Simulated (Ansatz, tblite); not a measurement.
# The cluster Si₄Ni+: a ladder of methods and basis sets

Aim: run the doublet of the cluster Si₄Ni+ at one geometry on many levels, and compare frontier levels, spin and run time.

Program: Ansatz 0.2.0, Gaussian basis. Level of theory: as each input shows. These are calculated values, not measurements.

Levels to be run: GFN1-xTB, GFN2-xTB, PBE-D4/def2-TZVP, r2SCAN-D4/def2-TZVP, BLYP-D4/def2-TZVP, r2SCANh-D4/def2-TZVP, ωB97X-V/def2-TZVP, PBE-D4/def2-SVP, PBE0-D4/def2-SVP, CCSD(T)/def2-SVP, MP2/def2-TZVP.

2 further runs of the same task are left out: 2 set aside as unsound or not needed.

### Step 1. The geometry

The doublet was relaxed beforehand with PBE-D4/def2-SVP. At that level it is the lowest of the isomers that a small search found.

5 atoms, charge 1, spin multiplicity 2.

Bond lengths: Ni1–Si2 2.385 Å, Ni1–Si3 2.379 Å, Ni1–Si4 2.339 Å, Ni1–Si5 2.338 Å, Si2–Si4 2.389 Å, Si2–Si5 2.348 Å, Si3–Si4 2.349 Å, Si3–Si5 2.389 Å. Angles: Si2–Ni1–Si3 62.7°, Si2–Ni1–Si4 60.7°, Si2–Ni1–Si5 59.6°, Si3–Ni1–Si4 59.7°, Si3–Ni1–Si5 60.8°, Si4–Ni1–Si5 108.9°, Ni1–Si2–Si4 58.7°, Ni1–Si2–Si5 59.2°, Si4–Si2–Si5 106.9°, Ni1–Si3–Si4 59.3°, Ni1–Si3–Si5 58.7°, Si4–Si3–Si5 106.8° and more.

No spin-orbit coupling is included. The ion is computed in the gas phase, without counter-ions or solvent.

PBE0-D4/def2-TZVP was run before; its log isn't repeated, and its numbers join the tables.

### Step 2. GFN1-xTB

Tight binding, by tblite at 300 K electronic temperature and without a spin-polarisation term:

```python
tblite.interface.Calculator('GFN1-xTB', numbers, positions, charge=1, uhf=1).singlepoint()
```

Energy -294.1157 eV; 0.008 s.

### Step 3. GFN2-xTB

Tight binding, by tblite at 300 K electronic temperature and without a spin-polarisation term:

```python
tblite.interface.Calculator('GFN2-xTB', numbers, positions, charge=1, uhf=1).singlepoint()
```

Energy -304.7981 eV; 0.009 s.

### Step 4. PBE-D4/def2-TZVP

start.molden holds the orbitals of an earlier run on this state, given as this run's starting guess.

Input file in.yaml:

```yaml
crystal:
  periodic: [false, false, false]
  atoms:
    - {symbol: Ni, position_ang: [0.739713, -0.837242, 0.771321]}
    - {symbol: Si, position_ang: [0.117367, 1.393890, 0.201150]}
    - {symbol: Si, position_ang: [-0.855923, -0.561551, -0.971934]}
    - {symbol: Si, position_ang: [-1.423237, -0.093607, 1.259078]}
    - {symbol: Si, position_ang: [1.422069, 0.098510, -1.259615]}
basis:
  gaussian: {orbitals: def2-TZVP, initial_orbitals: start.molden}
total_charge: 1
magnetization: {spin_polarized: true, initial_magnetization: 1}
hamiltonian: {xc: pbe, dispersion: d4}
scf: {omitted_lower_state_checks: [starts]}
output: {forces: true, orbitals: {seedname: orbitals}}
```

Launch:

```sh
ansatz run in.yaml --threads 4 --pin off --events-out ev --progress --plain --max-ram 8704MiB
```

After this run come: r2SCAN-D4/def2-TZVP; BLYP-D4/def2-TZVP; r2SCANh-D4/def2-TZVP; ωB97X-V/def2-TZVP; PBE-D4/def2-SVP; PBE0-D4/def2-SVP; CCSD(T)/def2-SVP; MP2/def2-TZVP.

Before running them: what should the planned runs give, taken together? Wanted: gap in def2-TZVP, named functionals, smallest and largest; correlation energy, CCSD(T)/def2-SVP; correlation energy, MP2/def2-TZVP; ⟨S²⟩ in def2-TZVP, named functionals, smallest and largest; PBE0 total energy, smallest basis above largest.

**Answer**, as computed:

| quantity | value |
| --- | --- |
| gap in def2-TZVP, named functionals, smallest and largest | 0.23 eV (BLYP-D4), 6.48 eV (ωB97X-V) |
| correlation energy, CCSD(T)/def2-SVP | -22.20 eV |
| correlation energy, MP2/def2-TZVP | -29.10 eV |
| ⟨S²⟩ in def2-TZVP, named functionals, smallest and largest | 0.758, 0.784 |
| PBE0 total energy, smallest basis above largest | 16.96 eV (def2-SVP, def2-TZVP) |

What this shows: Orbital gaps of the named functionals in def2-TZVP span 0.23 eV (BLYP-D4) to 6.48 eV (ωB97X-V); exact exchange widens it. Over the named functionals in def2-TZVP spin contamination reaches 0.03 (r2SCANh-D4), which is small. Notes on CCSD(T)/def2-SVP: large T1 diagnostic, spin contamination.
